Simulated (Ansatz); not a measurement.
**Alloy of MgS and MgSe (1 of 8 S sites exchanged), 16 atoms with displaced atoms**

Which settings matter for this cell? A base run comes first, then runs with one to three settings changed.

All numbers are computed with Ansatz 0.2.0 (PAW, plane waves).

2 further runs of the same task are left out: 2 that didn't finish.

### Step 1. The starting cell

16 atoms (1 Se, 7 S, 8 Mg); a = 7.374 Å, b = 7.374 Å, c = 7.374 Å, α = 60.00°, β = 60.00°, γ = 60.00°. All atoms were shaken off their sites by about 0.07 Å along each axis.

### Step 2. PBEsol on the given atoms

Contents of in.yaml:

```yaml
crystal:
  lattice:
    - [0.000000, 5.214112, 5.214112]
    - [5.214112, 0.000000, 5.214112]
    - [5.214112, 5.214112, 0.000000]
  atoms:
    - { symbol: Se, position: [0.750121, 0.226058, 0.254044] }
    - { symbol: S, position: [0.258909, 0.726842, 0.771657] }
    - { symbol: S, position: [0.236473, 0.746328, 0.265590] }
    - { symbol: S, position: [0.749435, 0.233058, 0.756439] }
    - { symbol: S, position: [0.241213, 0.257310, 0.738854] }
    - { symbol: S, position: [0.755124, 0.747219, 0.227840] }
    - { symbol: S, position: [0.259926, 0.244029, 0.261072] }
    - { symbol: S, position: [0.734411, 0.743369, 0.757372] }
    - { symbol: Mg, position: [0.982323, 0.006258, 0.004164] }
    - { symbol: Mg, position: [0.483414, 0.505430, 0.497709] }
    - { symbol: Mg, position: [0.008908, 0.992331, 0.519042] }
    - { symbol: Mg, position: [0.471201, 0.517413, 0.009424] }
    - { symbol: Mg, position: [0.999732, 0.497189, 0.023316] }
    - { symbol: Mg, position: [0.496920, 0.004820, 0.507336] }
    - { symbol: Mg, position: [0.483914, 0.007607, 0.002031] }
    - { symbol: Mg, position: [0.010034, 0.485909, 0.486224] }
kpoints:
  mp_grid: { grid: [2, 2, 2], shift: [0.5, 0.5, 0.5] }
hamiltonian:
  xc: pbesol
scf:
  occupations: { method: fermi_dirac, width: 0.01 }
output:
  forces: true
  eigenvalues: true
  stress: true
  populations: true
```

Started as:

```bash
$ ansatz run in.yaml --threads 7 --pin off --max-ram 13300MiB --runs-dir r --events-out ev --progress --plain
```

### Step 3. Variant: mixing beta 0.1, 4 extra bands

in.yaml, as its differences from that of step 2:

```diff
@@ -28,2 +28,5 @@
   occupations: { method: fermi_dirac, width: 0.01 }
+  max_iter: 70
+  n_extra_bands: 4
+  mixing: { beta: 0.1 }
 output:
@@ -32,2 +35 @@
   stress: true
-  populations: true
```

### Step 4. Changed settings: starting moment 8 μB, dispersion D4

in.yaml, as its differences from that of step 3:

```diff
@@ -26,7 +26,9 @@
   xc: pbesol
+  dispersion: d4
+magnetization:
+  spin_polarized: true
+  initial_magnetization: 8
 scf:
   occupations: { method: fermi_dirac, width: 0.01 }
-  max_iter: 70
-  n_extra_bands: 4
-  mixing: { beta: 0.1 }
+  max_iter: 100
 output:
```

### Step 5. Changed settings: starting moment 4 μB

in.yaml, as its differences from that of step 4:

```diff
@@ -26,9 +26,8 @@
   xc: pbesol
-  dispersion: d4
 magnetization:
   spin_polarized: true
-  initial_magnetization: 8
+  initial_magnetization: 4
 scf:
   occupations: { method: fermi_dirac, width: 0.01 }
-  max_iter: 100
+  max_iter: 80
 output:
```

### Step 6. Changed settings: xc grid 2

in.yaml, as its differences from that of step 5:

```diff
@@ -24,10 +24,8 @@
   mp_grid: { grid: [2, 2, 2], shift: [0.5, 0.5, 0.5] }
+basis: { xc_grid: 2 }
 hamiltonian:
   xc: pbesol
-magnetization:
-  spin_polarized: true
-  initial_magnetization: 4
 scf:
   occupations: { method: fermi_dirac, width: 0.01 }
-  max_iter: 80
+  max_iter: 90
 output:
```

What does the calculation give? Wanted: for each run, settings; status; energy from base; forces from base.

As calculated:

| settings | status | cycles | time | energy from base (meV/atom) | forces from base (eV/Å rms) | filled to empty level on the mesh (eV) |
| --- | --- | --- | --- | --- | --- | --- |
| base | converged | 7 | 1.9 s (7 CPU threads) | 0 | 0 | 3.07 |
| mixing beta 0.1, 4 extra bands | converged | 7 | 1.2 s (7 CPU threads) | 0.0 | 0.000 | 3.07 |
| starting moment 8 μB, dispersion D4 | converged | 13 | 4.8 s (7 CPU threads) | - | 0.002 | 3.07 |
| starting moment 4 μB | converged | 13 | 4.3 s (7 CPU threads) | 0.0 | 0.000 | 3.07 |
| xc grid 2 | converged | 7 | 1.4 s (7 CPU threads) | 0.0 | 0.000 | 3.07 |

**Reading.** Among these variants the forces move most with starting moment 8 μB, dispersion D4 (0.002 eV/Å rms).
